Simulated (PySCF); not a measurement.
**C₂H₁₀BNSi: NMR shifts at several levels of theory, part 1 of 2**

How much do the NMR shifts of C₂H₁₀BNSi (`C[SiH](C)BN`) depend on the level of theory, and what does each level cost?

The runs use PySCF 2.14.0, with density-fitted response routines of our own; the level of theory stands in each step. All values are computed, except where a source is named. Atoms are numbered from 0 throughout.

### 1 The molecule as given

15 atoms, charge 0, multiplicity 1; geometry from: PBE0-D3(BJ)/def2-SVP.

Bonds of the start (Å): C0–Si1 1.89, Si1–C2 1.89, Si1–B3 2.02, B3–N4 1.39, C0–H5 1.10, C0–H6 1.10, C0–H7 1.10, Si1–H8 1.51, C2–H9 1.10, C2–H10 1.10, C2–H11 1.10, B3–H12 1.22, N4–H13 1.01, N4–H14 1.01.

### 2 Nuclear shieldings: PBE0/pcSseg-1

Job settings and geometry (Å):

```
{"job": {"kind": "nmr", "xc": "PBE0", "basis": "pcSseg-1", "pop": false}, "charge": 0, "multiplicity": 1}
C     -1.634685    -0.926993    -0.219974
Si    -0.178584     0.102782     0.411708
C     -0.557794     1.935033     0.132164
B      1.538214    -0.438461    -0.510892
N      2.621003    -0.939352     0.202090
H     -2.577243    -0.619397     0.260023
H     -1.749811    -0.800912    -1.308320
H     -1.486233    -1.999373    -0.019182
H     -0.057821    -0.124713     1.898972
H     -1.494202     2.225724     0.634162
H      0.248246     2.578758     0.516933
H     -0.670553     2.143365    -0.943769
H      1.665317    -0.342571    -1.716177
H      3.492509    -1.221936    -0.230418
H      2.614483    -1.058071     1.208057
```

Level: GIAO PBE0/pcSseg-1 NMR shielding, non-relativistic, gas phase.

Run with:

```sh
$ OMP_NUM_THREADS=1 python probes_run.py task.json out
```

The driver reads the jobs from task.json and runs them one after another.

The log of the run:

```text
coarse grid: 12144 points
cycle   1  E = -450.9334117023  dE =  6.664e-02  |g| = 4.945e-01  |ddm| = 3.212e+00
cycle   2  E = -450.9218915198  dE =  1.152e-02  |g| = 5.496e-01  |ddm| = 8.426e-01
cycle   3  E = -450.9963344321  dE = -7.444e-02  |g| = 5.214e-02  |ddm| = 4.339e-01
cycle   4  E = -450.9969076801  dE = -5.732e-04  |g| = 2.428e-02  |ddm| = 5.374e-02
cycle   5  E = -450.9970408191  dE = -1.331e-04  |g| = 6.215e-03  |ddm| = 1.957e-02
cycle   6  E = -450.9970501581  dE = -9.339e-06  |g| = 1.288e-03  |ddm| = 6.428e-03
final grid: 110264 points
cycle   7  E = -451.0216561331  dE = -2.104e-05  |g| = 7.886e-03  |ddm| = 1.783e-02
cycle   8  E = -451.0216486609  dE =  7.472e-06  |g| = 9.809e-03  |ddm| = 1.238e-02
cycle   9  E = -451.0216711175  dE = -2.246e-05  |g| = 8.257e-04  |ddm| = 6.573e-03
cycle  10  E = -451.0216712809  dE = -1.635e-07  |g| = 2.155e-04  |ddm| = 6.971e-04
cycle  11  E = -451.0216712905  dE = -9.553e-09  |g| = 5.546e-05  |ddm| = 1.936e-04
cycle  12  E = -451.0216712913  dE = -8.744e-10  |g| = 1.253e-05  |ddm| = 7.194e-05
converged SCF energy = -451.0216712913

GIAO shielding tensors (ppm)
atom      isotropic    diamagn.    paramagn.     s11        s22        s33       span
  0 C      189.240     253.598     -64.357    186.234    187.950    193.536      7.302
  1 Si     388.840     881.632    -492.792    376.078    387.179    403.262     27.184
  2 C      189.227     253.429     -64.202    186.293    187.859    193.529      7.235
  3 B       52.786     201.619    -148.833     -0.072     35.446    122.984    123.056
  4 N      129.415     316.007    -186.591     11.684    164.213    212.350    200.666
  5 H       31.044      30.165       0.879     26.703     28.470     37.960     11.256
  6 H       31.129      31.189      -0.059     26.988     28.683     37.717     10.729
  7 H       31.254      30.631       0.622     26.671     28.518     38.573     11.902
  8 H       27.553      30.821      -3.268     25.278     25.419     31.961      6.682
  9 H       31.036      30.035       1.001     26.705     28.441     37.963     11.259
 10 H       31.250      30.355       0.895     26.665     28.515     38.569     11.905
 11 H       31.134      31.044       0.090     26.985     28.706     37.712     10.728
 12 H       25.689      31.209      -5.520     22.889     26.048     28.131      5.242
 13 H       26.183      28.144      -1.961     21.938     22.852     33.760     11.821
 14 H       26.462      31.574      -5.112     22.186     25.321     31.879      9.692
```

Wall time 12 s (1 thread of Arm Neoverse V1, shared host); peak memory 0.73 GiB.

The references, computed at this level on geometries of the same kind, shield at (ppm): 1H TMS 31.27, 13C TMS 184.4, 29Si TMS 352.0, 15N NH3 265.7, 11B BF3·OEt2 100.7. Their shielding less the atom's gives the shift. The references are single molecules in the gas phase, so shifts against H2O, NH3, PH3, H3PO4 or CFCl3 are not on the usual liquid scales and can be off by tens of ppm. Atoms listed in one row are averaged.

```csv
atoms,environment,σ (ppm),δ (ppm),δ scaled to CDCl3
"C0, C2",methyl carbon bonded to Si,189.2,-4.8,-5.2
H12,"hydrogen on a boron bonded to N, Si",25.69,5.58,–
"H13, H14",hydrogen on a nitrogen bonded to B,26.32,4.94,–
H8,"hydrogen on a silicon bonded to 2 C, B",27.55,3.71,–
"H5, H6, H7, H9, H10, H11",hydrogen on a methyl carbon bonded to Si,31.14,0.13,0.34
Si1,"silicon bonded to 2 C, B, H",388.8,-36.8,–
B3,"boron bonded to N, Si, H",52.8,47.9,–
N4,"nitrogen bonded to B, 2 H",129.4,136.3,–
```

The scaled column applies a straight-line fit of computed shieldings to shifts measured in CDCl3 (root-mean-square error 0.21 ppm for H, 2.0 ppm for C).

### 3 Shielding tensors: mPW1PW91/pcSseg-1

Settings changed since step 2:

```diff
@@ -1,2 +1,2 @@
-{"job": {"kind": "nmr", "xc": "PBE0", "basis": "pcSseg-1", "pop": false}, "charge": 0, "multiplicity": 1}
+{"job": {"kind": "nmr", "xc": "mPW1PW91", "basis": "pcSseg-1", "pop": false}, "charge": 0, "multiplicity": 1}
 C     -1.634685    -0.926993    -0.219974
```

Level: GIAO mPW1PW91/pcSseg-1 NMR shielding, non-relativistic, gas phase.

The log of the run:

```text
coarse grid: 12144 points
cycle   1  E = -451.2337426194  dE =  6.633e-02  |g| = 4.988e-01  |ddm| = 3.214e+00
cycle   2  E = -451.2218807678  dE =  1.186e-02  |g| = 5.554e-01  |ddm| = 8.483e-01
cycle   3  E = -451.2975635942  dE = -7.568e-02  |g| = 5.410e-02  |ddm| = 4.357e-01
cycle   4  E = -451.2981799514  dE = -6.164e-04  |g| = 2.492e-02  |ddm| = 5.474e-02
cycle   5  E = -451.2983199313  dE = -1.400e-04  |g| = 6.192e-03  |ddm| = 2.003e-02
cycle   6  E = -451.2983293866  dE = -9.455e-06  |g| = 1.274e-03  |ddm| = 6.551e-03
final grid: 110264 points
cycle   7  E = -451.3230507737  dE = -2.281e-05  |g| = 5.592e-03  |ddm| = 1.740e-02
cycle   8  E = -451.3230471856  dE =  3.588e-06  |g| = 6.925e-03  |ddm| = 8.842e-03
cycle   9  E = -451.3230584042  dE = -1.122e-05  |g| = 5.651e-04  |ddm| = 4.654e-03
cycle  10  E = -451.3230584786  dE = -7.447e-08  |g| = 1.910e-04  |ddm| = 4.945e-04
cycle  11  E = -451.3230584862  dE = -7.539e-09  |g| = 4.725e-05  |ddm| = 1.663e-04
cycle  12  E = -451.3230584868  dE = -6.529e-10  |g| = 1.028e-05  |ddm| = 5.976e-05
converged SCF energy = -451.3230584868

GIAO shielding tensors (ppm)
atom      isotropic    diamagn.    paramagn.     s11        s22        s33       span
  0 C      188.270     253.671     -65.400    185.364    186.939    192.508      7.144
  1 Si     387.114     881.750    -494.636    374.379    385.529    401.433     27.054
  2 C      188.256     253.498     -65.242    185.424    186.847    192.499      7.075
  3 B       52.869     201.657    -148.788      0.152     35.692    122.763    122.611
  4 N      129.408     316.144    -186.736     12.214    164.662    211.346    199.132
  5 H       31.095      30.220       0.875     26.787     28.543     37.955     11.169
  6 H       31.180      31.263      -0.083     27.073     28.754     37.713     10.640
  7 H       31.306      30.696       0.610     26.767     28.592     38.560     11.793
  8 H       27.638      30.908      -3.270     25.379     25.491     32.045      6.666
  9 H       31.087      30.089       0.999     26.789     28.515     37.959     11.170
 10 H       31.303      30.415       0.888     26.761     28.590     38.557     11.796
 11 H       31.185      31.116       0.068     27.069     28.777     37.708     10.639
 12 H       25.780      31.320      -5.540     23.008     26.128     28.204      5.196
 13 H       26.273      28.182      -1.910     22.024     22.963     33.831     11.807
 14 H       26.550      31.609      -5.059     22.259     25.436     31.956      9.697
```

Wall time 12 s (1 thread of Arm Neoverse V1, shared host); peak memory 0.73 GiB.

Key values: δ C0 -4.7, Si1 -36.3, B3 47.9, N4 134.8, H12 5.54, H13 4.91 ppm (means over like atoms).

### 4 Nuclear shieldings: WP04/pcSseg-1

Settings changed since step 3:

```diff
@@ -1,2 +1,2 @@
-{"job": {"kind": "nmr", "xc": "mPW1PW91", "basis": "pcSseg-1", "pop": false}, "charge": 0, "multiplicity": 1}
+{"job": {"kind": "nmr", "xc": "WP04", "basis": "pcSseg-1", "pop": false}, "charge": 0, "multiplicity": 1}
 C     -1.634685    -0.926993    -0.219974
```

Method: GIAO WP04/pcSseg-1 NMR shielding, non-relativistic, gas phase.

The log of the run:

```text
coarse grid: 12144 points
cycle   1  E = -458.6970298018  dE =  3.461e-02  |g| = 8.322e-01  |ddm| = 3.344e+00
cycle   2  E = -458.5613266917  dE =  1.357e-01  |g| = 1.098e+00  |ddm| = 1.382e+00
cycle   3  E = -458.8563108936  dE = -2.950e-01  |g| = 1.480e-01  |ddm| = 8.290e-01
cycle   4  E = -458.8612318170  dE = -4.921e-03  |g| = 4.465e-02  |ddm| = 1.219e-01
cycle   5  E = -458.8616916234  dE = -4.598e-04  |g| = 1.104e-02  |ddm| = 3.950e-02
cycle   6  E = -458.8617217908  dE = -3.017e-05  |g| = 2.923e-03  |ddm| = 1.336e-02
cycle   7  E = -458.8617242849  dE = -2.494e-06  |g| = 3.225e-04  |ddm| = 3.540e-03
final grid: 110264 points
cycle   8  E = -458.8969191929  dE = -3.495e-05  |g| = 8.844e-03  |ddm| = 2.034e-02
cycle   9  E = -458.8969002725  dE =  1.892e-05  |g| = 1.281e-02  |ddm| = 1.415e-02
cycle  10  E = -458.8969368398  dE = -3.657e-05  |g| = 1.385e-03  |ddm| = 8.005e-03
cycle  11  E = -458.8969373239  dE = -4.841e-07  |g| = 2.564e-04  |ddm| = 1.204e-03
cycle  12  E = -458.8969373372  dE = -1.327e-08  |g| = 9.104e-05  |ddm| = 2.541e-04
cycle  13  E = -458.8969373394  dE = -2.285e-09  |g| = 1.597e-05  |ddm| = 1.096e-04
cycle  14  E = -458.8969373395  dE = -6.310e-11  |g| = 2.768e-06  |ddm| = 1.818e-05
converged SCF energy = -458.8969373395

GIAO shielding tensors (ppm)
atom      isotropic    diamagn.    paramagn.     s11        s22        s33       span
  0 C      175.830     254.385     -78.555    173.226    175.162    179.101      5.875
  1 Si     369.877     884.342    -514.466    356.085    370.208    383.337     27.252
  2 C      175.823     254.146     -78.323    173.273    175.090    179.106      5.833
  3 B       47.679     202.655    -154.976     -4.378     32.466    114.949    119.327
  4 N      128.802     317.857    -189.055     21.133    166.187    199.085    177.952
  5 H       31.346      30.548       0.797     27.457     29.022     37.558     10.102
  6 H       31.441      32.042      -0.600     27.747     29.223     37.354      9.608
  7 H       31.565      31.274       0.291     27.538     29.071     38.086     10.549
  8 H       28.483      32.068      -3.586     26.331     26.425     32.693      6.362
  9 H       31.339      30.388       0.951     27.461     28.993     37.563     10.102
 10 H       31.561      30.897       0.665     27.531     29.069     38.084     10.552
 11 H       31.445      31.858      -0.413     27.739     29.245     37.351      9.611
 12 H       26.729      32.378      -5.649     24.197     26.997     28.992      4.795
 13 H       26.887      28.176      -1.289     22.632     23.934     34.096     11.464
 14 H       27.135      32.100      -4.965     22.784     26.282     32.339      9.554
```

Wall time 12 s (1 thread of Arm Neoverse V1, shared host); peak memory 0.73 GiB.

Key values: δ C0 -3.4, Si1 -31.2, B3 48.0, N4 118.1, H12 4.84, H13 4.55 ppm (means over like atoms).

### 5 Shielding tensors: B97-2/pcSseg-1

Settings changed since step 4:

```diff
@@ -1,2 +1,2 @@
-{"job": {"kind": "nmr", "xc": "WP04", "basis": "pcSseg-1", "pop": false}, "charge": 0, "multiplicity": 1}
+{"job": {"kind": "nmr", "xc": "B97-2", "basis": "pcSseg-1", "pop": false}, "charge": 0, "multiplicity": 1}
 C     -1.634685    -0.926993    -0.219974
```

With the program's defaults for keys left out, this is: GIAO B97-2/pcSseg-1 NMR shielding, non-relativistic, gas phase.

The log of the run:

```text
coarse grid: 12144 points
cycle   1  E = -451.2216325584  dE =  4.869e-02  |g| = 5.054e-01  |ddm| = 3.227e+00
cycle   2  E = -451.2037392391  dE =  1.789e-02  |g| = 5.824e-01  |ddm| = 8.889e-01
cycle   3  E = -451.2879686901  dE = -8.423e-02  |g| = 5.720e-02  |ddm| = 4.657e-01
cycle   4  E = -451.2886939969  dE = -7.253e-04  |g| = 2.473e-02  |ddm| = 5.763e-02
cycle   5  E = -451.2888322443  dE = -1.382e-04  |g| = 6.369e-03  |ddm| = 2.051e-02
cycle   6  E = -451.2888425049  dE = -1.026e-05  |g| = 1.344e-03  |ddm| = 7.018e-03
cycle   7  E = -451.2888430450  dE = -5.401e-07  |g| = 2.006e-04  |ddm| = 1.904e-03
final grid: 110264 points
cycle   8  E = -451.3055146680  dE = -3.823e-05  |g| = 3.037e-03  |ddm| = 1.972e-02
cycle   9  E = -451.3055151471  dE = -4.791e-07  |g| = 1.898e-03  |ddm| = 4.481e-03
cycle  10  E = -451.3055161160  dE = -9.689e-07  |g| = 5.610e-04  |ddm| = 2.506e-03
cycle  11  E = -451.3055161977  dE = -8.169e-08  |g| = 1.770e-04  |ddm| = 5.799e-04
cycle  12  E = -451.3055162043  dE = -6.540e-09  |g| = 4.715e-05  |ddm| = 1.338e-04
cycle  13  E = -451.3055162047  dE = -4.372e-10  |g| = 7.371e-06  |ddm| = 3.548e-05
converged SCF energy = -451.3055162047

GIAO shielding tensors (ppm)
atom      isotropic    diamagn.    paramagn.     s11        s22        s33       span
  0 C      188.089     253.405     -65.317    185.235    186.873    192.158      6.924
  1 Si     392.648     881.919    -489.272    379.957    391.292    406.694     26.737
  2 C      188.077     253.232     -65.155    185.293    186.784    192.153      6.859
  3 B       55.869     201.710    -145.841      5.340     39.573    122.693    117.354
  4 N      132.919     316.033    -183.115     20.199    167.955    210.602    190.403
  5 H       31.148      30.271       0.877     26.898     28.622     37.924     11.026
  6 H       31.240      31.354      -0.114     27.195     28.836     37.689     10.493
  7 H       31.356      30.768       0.588     26.881     28.674     38.512     11.631
  8 H       27.762      31.098      -3.336     25.533     25.639     32.115      6.582
  9 H       31.141      30.138       1.003     26.900     28.594     37.928     11.028
 10 H       31.352      30.481       0.872     26.875     28.672     38.509     11.634
 11 H       31.245      31.204       0.040     27.191     28.859     37.685     10.493
 12 H       25.936      31.468      -5.532     23.263     26.257     28.289      5.026
 13 H       26.388      28.217      -1.830     22.120     23.056     33.988     11.868
 14 H       26.676      31.699      -5.023     22.369     25.538     32.121      9.752
```

It took 12 s on 1 thread of Arm Neoverse V1, shared host; peak memory 0.73 GiB.

Key values: δ C0 -4.4, Si1 -35.2, B3 46.0, N4 130.0, H12 5.44, H13 4.84 ppm (means over like atoms).

### 6 Shielding tensors: BHandHLYP/pcSseg-1

Settings changed since step 5:

```diff
@@ -1,2 +1,2 @@
-{"job": {"kind": "nmr", "xc": "B97-2", "basis": "pcSseg-1", "pop": false}, "charge": 0, "multiplicity": 1}
+{"job": {"kind": "nmr", "xc": "BHandHLYP", "basis": "pcSseg-1", "pop": false}, "charge": 0, "multiplicity": 1}
 C     -1.634685    -0.926993    -0.219974
```

Level: GIAO BHandHLYP/pcSseg-1 NMR shielding, non-relativistic, gas phase.

The log of the run:

```text
coarse grid: 12144 points
cycle   1  E = -451.1796676295  dE =  1.376e-01  |g| = 3.935e-01  |ddm| = 3.157e+00
cycle   2  E = -451.2014780112  dE = -2.181e-02  |g| = 3.002e-01  |ddm| = 5.446e-01
cycle   3  E = -451.2221635518  dE = -2.069e-02  |g| = 4.565e-02  |ddm| = 2.211e-01
cycle   4  E = -451.2225718966  dE = -4.083e-04  |g| = 2.253e-02  |ddm| = 4.549e-02
cycle   5  E = -451.2226900044  dE = -1.181e-04  |g| = 3.321e-03  |ddm| = 1.736e-02
cycle   6  E = -451.2226926773  dE = -2.673e-06  |g| = 8.551e-04  |ddm| = 3.405e-03
final grid: 110264 points
cycle   7  E = -451.2434077304  dE = -1.073e-05  |g| = 3.441e-03  |ddm| = 9.225e-03
cycle   8  E = -451.2434080976  dE = -3.672e-07  |g| = 3.316e-03  |ddm| = 4.654e-03
cycle   9  E = -451.2434105958  dE = -2.498e-06  |g| = 2.308e-04  |ddm| = 2.087e-03
cycle  10  E = -451.2434106069  dE = -1.116e-08  |g| = 1.249e-04  |ddm| = 2.423e-04
cycle  11  E = -451.2434106107  dE = -3.778e-09  |g| = 1.899e-05  |ddm| = 1.146e-04
cycle  12  E = -451.2434106108  dE = -1.106e-10  |g| = 5.542e-06  |ddm| = 2.657e-05
converged SCF energy = -451.2434106108

GIAO shielding tensors (ppm)
atom      isotropic    diamagn.    paramagn.     s11        s22        s33       span
  0 C      188.592     253.102     -64.511    185.625    187.179    192.971      7.346
  1 Si     392.560     880.216    -487.655    380.420    389.711    407.550     27.130
  2 C      188.578     252.923     -64.345    185.686    187.087    192.962      7.276
  3 B       53.998     201.027    -147.029      1.222     37.643    123.129    121.907
  4 N      135.783     316.366    -180.583     18.319    173.875    215.156    196.837
  5 H       31.222      30.317       0.905     26.895     28.657     38.115     11.219
  6 H       31.318      31.406      -0.088     27.210     28.869     37.876     10.666
  7 H       31.449      30.818       0.630     26.917     28.702     38.727     11.810
  8 H       27.912      30.988      -3.076     25.681     25.713     32.343      6.663
  9 H       31.215      30.186       1.029     26.899     28.627     38.118     11.219
 10 H       31.445      30.530       0.915     26.910     28.700     38.724     11.814
 11 H       31.323      31.259       0.064     27.204     28.893     37.872     10.668
 12 H       26.097      31.529      -5.432     23.619     26.287     28.384      4.765
 13 H       26.626      28.266      -1.640     22.094     23.290     34.494     12.400
 14 H       26.880      31.689      -4.809     22.308     25.782     32.549     10.241
```

Wall time 11 s (1 thread of Arm Neoverse V1, shared host); peak memory 0.73 GiB.

Key values: δ C0 -4.6, Si1 -34.1, B3 50.6, N4 129.2, H12 5.35, H13 4.69 ppm (means over like atoms).

### 7 Nuclear shieldings: CAM-B3LYP/pcSseg-1

Settings changed since step 6:

```diff
@@ -1,2 +1,2 @@
-{"job": {"kind": "nmr", "xc": "BHandHLYP", "basis": "pcSseg-1", "pop": false}, "charge": 0, "multiplicity": 1}
+{"job": {"kind": "nmr", "xc": "CAM-B3LYP", "basis": "pcSseg-1", "pop": false}, "charge": 0, "multiplicity": 1}
 C     -1.634685    -0.926993    -0.219974
```

With the program's defaults for keys left out, this is: GIAO CAM-B3LYP/pcSseg-1 NMR shielding, non-relativistic, gas phase.

The log of the run:

```text
coarse grid: 12144 points
cycle   1  E = -451.1815778926  dE =  1.407e-01  |g| = 4.265e-01  |ddm| = 3.171e+00
cycle   2  E = -451.1960842742  dE = -1.451e-02  |g| = 3.827e-01  |ddm| = 5.759e-01
cycle   3  E = -451.2283621702  dE = -3.228e-02  |g| = 4.774e-02  |ddm| = 2.476e-01
cycle   4  E = -451.2287827537  dE = -4.206e-04  |g| = 2.623e-02  |ddm| = 4.790e-02
cycle   5  E = -451.2289366789  dE = -1.539e-04  |g| = 4.085e-03  |ddm| = 2.183e-02
cycle   6  E = -451.2289410060  dE = -4.327e-06  |g| = 1.019e-03  |ddm| = 4.634e-03
final grid: 110264 points
cycle   7  E = -451.2611865271  dE = -1.754e-05  |g| = 4.447e-03  |ddm| = 1.052e-02
cycle   8  E = -451.2611862626  dE =  2.645e-07  |g| = 4.719e-03  |ddm| = 5.613e-03
cycle   9  E = -451.2611910687  dE = -4.806e-06  |g| = 3.624e-04  |ddm| = 2.685e-03
cycle  10  E = -451.2611910955  dE = -2.680e-08  |g| = 1.490e-04  |ddm| = 3.299e-04
cycle  11  E = -451.2611911009  dE = -5.350e-09  |g| = 2.635e-05  |ddm| = 1.386e-04
cycle  12  E = -451.2611911011  dE = -1.827e-10  |g| = 6.164e-06  |ddm| = 3.586e-05
converged SCF energy = -451.2611911011

GIAO shielding tensors (ppm)
atom      isotropic    diamagn.    paramagn.     s11        s22        s33       span
  0 C      187.426     252.515     -65.089    184.208    186.183    191.888      7.680
  1 Si     379.659     881.107    -501.448    366.887    376.997    395.093     28.206
  2 C      187.412     252.331     -64.919    184.266    186.088    191.882      7.616
  3 B       48.836     201.604    -152.768     -5.951     30.799    121.660    127.611
  4 N      131.322     315.287    -183.965     13.693    167.523    212.748    199.055
  5 H       31.125      30.147       0.978     26.885     28.607     37.884     10.999
  6 H       31.204      31.248      -0.043     27.163     28.811     37.639     10.476
  7 H       31.343      30.664       0.679     26.878     28.645     38.506     11.628
  8 H       27.706      30.847      -3.141     25.485     25.586     32.048      6.563
  9 H       31.118      30.017       1.101     26.888     28.578     37.887     10.998
 10 H       31.340      30.378       0.962     26.872     28.643     38.504     11.632
 11 H       31.210      31.101       0.109     27.158     28.835     37.636     10.478
 12 H       25.867      31.407      -5.541     23.174     26.178     28.248      5.073
 13 H       26.377      28.161      -1.784     22.120     23.037     33.974     11.853
 14 H       26.644      31.587      -4.943     22.373     25.454     32.105      9.732
```

It took 16 s on 1 thread of Arm Neoverse V1, shared host; peak memory 0.76 GiB.

This run: δ C0 -5.0, Si1 -36.2, B3 50.5, N4 136.0, H12 5.46, H13 4.82 ppm (means over like atoms).

(Continued in part 2 of 2.)
